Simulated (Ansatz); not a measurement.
# NbP: the cost of one run

Method: DFT PBE, scalar-relativistic, plane waves, PAW, in Ansatz 0.2.0.

**1. The structure to begin with**

The structure is tetragonal, space group I4_1md (No. 109). The conventional cell has a = 3.350 Å, b = 3.350 Å, c = 11.480 Å, α = 90.00°, β = 90.00°, γ = 90.00°. Nb (site symmetry 2mm) is surrounded by 6 P at 2.55 Å. Around P (site symmetry 2mm) lie 6 Nb at 2.55 Å.

As a file:

```
Nb P
1.0
    -1.67492    1.67492    5.74011
     1.67492   -1.67492    5.74011
     1.67492    1.67492   -5.74011
Nb P
2 2
Direct
  0.49988 0.49988 0.00000
  0.24988 0.74988 0.50000
  0.08275 0.08275 0.00000
  0.83275 0.33275 0.50000
```

The structure rests on an entry of the Materials Project (structure only); cell or positions may have been set otherwise for this series.

**2. Relaxing the atoms: NbP, no spin**

input.yaml

```yaml
crystal:
  lattice:
    - [-1.6749232544, 1.6749232544, 5.7401081759]
    - [1.6749232544, -1.6749232544, 5.7401081759]
    - [1.6749232544, 1.6749232544, -5.7401081759]
  atoms:
    - { symbol: Nb, position: [0.4998808, 0.4998808, 0.0] }
    - { symbol: Nb, position: [0.2498808, 0.7498808, 0.5] }
    - { symbol: P, position: [0.08274777, 0.08274777, 0.0] }
    - { symbol: P, position: [0.83274777, 0.33274777, 0.5] }
scf:
  occupations: { method: gaussian, width: 0.05 }
output:
  forces: true
  stress: true
  eigenvalues: true
  write_density: true
  write_potential: true
  elf: true
  volumetric_format: npy
kpoints:
  mp_grid: { grid: [9, 9, 9] }
hamiltonian:
  xc: pbe
relax:
  f_tol: 0.003
  max_steps: 60
```

The run is started by

```
$ ansatz run input.yaml --threads 8 --pin off --max-ram 32768MiB --backend cpu --events-out ev --progress --plain --runs-dir out
```

**Question.** How long does this run take on 8 threads of Intel Xeon Platinum 8259CL at 2.50GHz (Skylake/Cascade Lake), shared host, and how much memory does it need?

About 3.5 s, with a peak of 0.6 GiB.
